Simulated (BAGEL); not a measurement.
# CH6OSSi (SMILES OC[SiH2]S) at HF/def2-SVP (density fitting with qzvpp-jkfit)

What is the energy change on altering one bond length of CH6OSSi at HF/def2-SVP (density fitting with qzvpp-jkfit)? 

The calculation is run with BAGEL 1.2.2.

### Step 1. Starting point

The species is CH6OSSi (10 atoms), meant as a singlet with charge 0. As SMILES, `OC[SiH2]S`. The shape is that of a PBE0-D4/def2-TZVP optimisation. This is one conformer, not always the lowest.

Bond lengths: O1–C2 1.420 Å, C2–Si3 1.886 Å, Si3–S4 2.134 Å, O1–H5 0.960 Å, C2–H6 1.098 Å, C2–H7 1.100 Å, Si3–H8 1.486 Å, Si3–H9 1.486 Å, S4–H10 1.346 Å. Some angles: O1–C2–Si3 107.3°, C2–Si3–S4 109.7°, O1–C2–H6 111.9°, O1–C2–H7 111.8°, Si3–C2–H6 109.0°, Si3–C2–H7 109.2°, C2–O1–H5 109.0°, C2–Si3–H8 109.2°, C2–Si3–H9 110.1°, S4–Si3–H8 111.8°.

### Step 2. A single-point energy at HF/def2-SVP (density fitting with qzvpp-jkfit)

File calc.json:

```json
{ "bagel": [

{
  "title": "molecule",
  "basis": "svp",
  "df_basis": "qzvpp-jkfit",
  "angstrom": true,
  "geometry": [
    { "atom": "O", "xyz": [      -0.745800,       0.787500,      -1.172200 ] },
    { "atom": "C", "xyz": [      -0.581100,       0.721600,       0.236300 ] },
    { "atom": "Si", "xyz": [       0.294800,      -0.903400,       0.621600 ] },
    { "atom": "S", "xyz": [       2.163700,      -0.972300,      -0.405600 ] },
    { "atom": "H", "xyz": [      -1.147600,       1.628600,      -1.401600 ] },
    { "atom": "H", "xyz": [       0.025700,       1.554000,       0.617100 ] },
    { "atom": "H", "xyz": [      -1.547200,       0.746100,       0.761500 ] },
    { "atom": "H", "xyz": [      -0.586600,      -2.037100,       0.241000 ] },
    { "atom": "H", "xyz": [       0.608400,      -0.982100,       2.071500 ] },
    { "atom": "H", "xyz": [       1.598700,      -0.594200,      -1.566800 ] }
  ]
},

{
  "title": "hf"
},

{
  "title": "print",
  "file": "orbitals.molden",
  "orbitals": true
}

]}
```

Run with:

```console
$ BAGEL_NUM_THREADS=1 BAGEL calc.json > calc.out
```

Standard output:

```text
* using 1 threads per process

  ===============================================================
  ===============================================================

  *** Geometry ***

  { "atom" : "O", "xyz" : [     -1.409358,      1.488159,     -2.215137 ] },
  { "atom" : "C", "xyz" : [     -1.098120,      1.363626,      0.446542 ] },
  { "atom" : "Si", "xyz" : [      0.557091,     -1.707179,      1.174654 ] },
  { "atom" : "S", "xyz" : [      4.088800,     -1.837381,     -0.766473 ] },
  { "atom" : "H", "xyz" : [     -2.168650,      3.077608,     -2.648640 ] },
  { "atom" : "H", "xyz" : [      0.048566,      2.936634,      1.166150 ] },
  { "atom" : "H", "xyz" : [     -2.923784,      1.409925,      1.439026 ] },
  { "atom" : "H", "xyz" : [     -1.108513,     -3.849561,      0.455424 ] },
  { "atom" : "H", "xyz" : [      1.149709,     -1.855900,      3.914568 ] },
  { "atom" : "H", "xyz" : [      3.021105,     -1.122875,     -2.960823 ] },

  Number of auxiliary basis functions:      516

  Since a DF basis is specified, we compute 2- and 3-index integrals:
    o Being stored without compression. Storage requirement is 0.036 GB

  Number of basis functions:       94
  Number of electrons      :       50

    * METHOD: MOLECULE                             0.29

  *** RHF ***

  === Nuclear Repulsion ===
   219.1096734076

      * DIIS with orbital gradients will be used.

  === RHF iteration (svp) ===
      0       -802.24582141          0.01390751           0.09
      1       -802.35903314          0.00783687           0.09
      2       -802.39411424          0.00139511           0.09
      3       -802.39584829          0.00032008           0.09
      4       -802.39593556          0.00008100           0.09
      5       -802.39594262          0.00001968           0.09
      6       -802.39594319          0.00000639           0.09
      7       -802.39594324          0.00000142           0.09
      8       -802.39594324          0.00000047           0.08
      9       -802.39594325          0.00000018           0.09
     10       -802.39594325          0.00000005           0.09
     11       -802.39594325          0.00000002           0.08
     12       -802.39594325          0.00000001           0.09
    * SCF iteration converged.

    * Permanent dipole moment:
           (    0.797224,    -0.818401,    -0.203764) a.u.

    * METHOD: HF                                   1.35

    * METHOD: PRINT                                0.02

  ===============================================================
```

Run time: 1.8 s. Hardware: 1 thread of Arm Neoverse V1, shared host; peak memory 0.14 GiB.

### Step 3. The distorted shape at the same level

File hf.json:

```json
{ "bagel": [

{
  "title": "molecule",
  "basis": "svp",
  "df_basis": "qzvpp-jkfit",
  "angstrom": true,
  "geometry": [
    { "atom": "O", "xyz": [      -0.795208,       0.807269,      -1.594735 ] },
    { "atom": "C", "xyz": [      -0.581100,       0.721600,       0.236300 ] },
    { "atom": "Si", "xyz": [       0.294800,      -0.903400,       0.621600 ] },
    { "atom": "S", "xyz": [       2.163700,      -0.972300,      -0.405600 ] },
    { "atom": "H", "xyz": [      -1.197008,       1.648369,      -1.824135 ] },
    { "atom": "H", "xyz": [       0.025700,       1.554000,       0.617100 ] },
    { "atom": "H", "xyz": [      -1.547200,       0.746100,       0.761500 ] },
    { "atom": "H", "xyz": [      -0.586600,      -2.037100,       0.241000 ] },
    { "atom": "H", "xyz": [       0.608400,      -0.982100,       2.071500 ] },
    { "atom": "H", "xyz": [       1.598700,      -0.594200,      -1.566800 ] }
  ]
},

{
  "title": "hf"
},

{
  "title": "print",
  "file": "orbitals.molden",
  "orbitals": true
}

]}
```

Run with:

```console
$ BAGEL_NUM_THREADS=1 BAGEL hf.json > hf.out
```

Standard output:

```text
* using 1 threads per process

  ===============================================================
  ===============================================================

  *** Geometry ***

  { "atom" : "O", "xyz" : [     -1.502725,      1.525517,     -3.013612 ] },
  { "atom" : "C", "xyz" : [     -1.098120,      1.363626,      0.446542 ] },
  { "atom" : "Si", "xyz" : [      0.557091,     -1.707179,      1.174654 ] },
  { "atom" : "S", "xyz" : [      4.088800,     -1.837381,     -0.766473 ] },
  { "atom" : "H", "xyz" : [     -2.262017,      3.114966,     -3.447116 ] },
  { "atom" : "H", "xyz" : [      0.048566,      2.936634,      1.166150 ] },
  { "atom" : "H", "xyz" : [     -2.923784,      1.409925,      1.439026 ] },
  { "atom" : "H", "xyz" : [     -1.108513,     -3.849561,      0.455424 ] },
  { "atom" : "H", "xyz" : [      1.149709,     -1.855900,      3.914568 ] },
  { "atom" : "H", "xyz" : [      3.021105,     -1.122875,     -2.960823 ] },

  Number of auxiliary basis functions:      516

  Since a DF basis is specified, we compute 2- and 3-index integrals:
    o Being stored without compression. Storage requirement is 0.036 GB

  Number of basis functions:       94
  Number of electrons      :       50

    * METHOD: MOLECULE                             0.28

  *** RHF ***

  === Nuclear Repulsion ===
   210.2752503273

      * DIIS with orbital gradients will be used.

  === RHF iteration (svp) ===
      0       -802.13142401          0.01606390           0.09
      1       -802.24381399          0.01171612           0.08
      2       -802.32496823          0.00177448           0.08
      3       -802.32777173          0.00057484           0.08
      4       -802.32805340          0.00011600           0.08
      5       -802.32807738          0.00004453           0.08
      6       -802.32808109          0.00001560           0.08
      7       -802.32808151          0.00000442           0.08
      8       -802.32808155          0.00000159           0.08
      9       -802.32808155          0.00000053           0.08
     10       -802.32808155          0.00000018           0.08
     11       -802.32808155          0.00000006           0.08
     12       -802.32808155          0.00000002           0.08
     13       -802.32808155          0.00000001           0.08
     14       -802.32808155          0.00000000           0.08
    * SCF iteration converged.

    * Permanent dipole moment:
           (    0.682349,    -0.717059,    -0.695467) a.u.

    * METHOD: HF                                   1.44

    * METHOD: PRINT                                0.02

  ===============================================================
```

It took 1.9 s on 1 thread of Arm Neoverse V1, shared host; peak memory 0.14 GiB.

### Step 4. Summary of results

Level: HF/def2-SVP (density fitting with qzvpp-jkfit).

| quantity | value |
| --- | --- |
| first shape: total energy | -802.39594 Eh |
| first shape: dipole moment | 2.95 D |
| first shape: HOMO energy | -9.99 eV |
| first shape: LUMO energy | 4.26 eV |
| first shape: HOMO–LUMO gap | 14.25 eV |
| distorted shape: total energy | -802.32808 Eh |
| distorted shape: dipole moment | 3.07 D |
| distorted shape: HOMO energy | -10.11 eV |
| distorted shape: LUMO energy | 3.10 eV |
| distorted shape: HOMO–LUMO gap | 13.21 eV |
| energy change with the O1–C2 bond stretched from 1.420 to 1.846 Å | 1.847 eV |

In words: With the O1–C2 bond stretched from 1.420 to 1.846 Å the energy rises by 1.85 eV (43 kcal/mol). The first shape isn't relaxed at this level, so the change isn't measured from a minimum.
